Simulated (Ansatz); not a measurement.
NiMoIrPdW:

```
Ni Mo Pd Ir W
1.0
    -1.37004    1.37004    9.71647
     1.37004   -1.37004    9.71647
     1.37004    1.37004   -9.71647
Ni Mo Pd Ir W
1 1 1 1 1
Direct
  0.19862 0.19862 0.00000
  0.60922 0.60922 0.00000
  0.79310 0.79310 0.00000
  0.39944 0.39944 0.00000
  0.99565 0.99565 0.00000
```

The cell was built by a generator and needn't be a form met in nature.

Base run:

- Program: Ansatz 0.2.0
- Functional: PBEsol
- Potentials or basis: Ansatz PAW
- Cutoff: 420 eV
- Density cutoff: 1680 eV
- k mesh: 13 × 13 × 13
- Occupations: fermi-dirac, width 0.05 eV
- Spin: collinear spin, ferromagnetic start
- Starting moments: [1.0, 1.0, 0.0, 0.6, 0.0] μB

Its results: band gap on the k mesh none (metal or under the smearing width); pressure -9.2 GPa; net moment 0.00 μB per cell; largest force 0.160 eV/Å.

Problem. The run is repeated on the same cell with these changes: functional from PBEsol to PBE; potentials or basis from Ansatz PAW to PseudoDojo standard (PBE files); cutoff from 420 eV to 1333 eV; density cutoff from 1680 eV to 5333 eV. What comes out?

Solution. Band gap on the k mesh none (metal or under the smearing width); pressure -0.1 GPa; net moment 0.00 μB per cell; largest force 0.022 eV/Å.

Caveats: the PAW data sets come from PBE, with cores solved anew for the run's functional, which leaves a small shift of forces and pressure (some runs).

Not every run made on this cell is shown here.
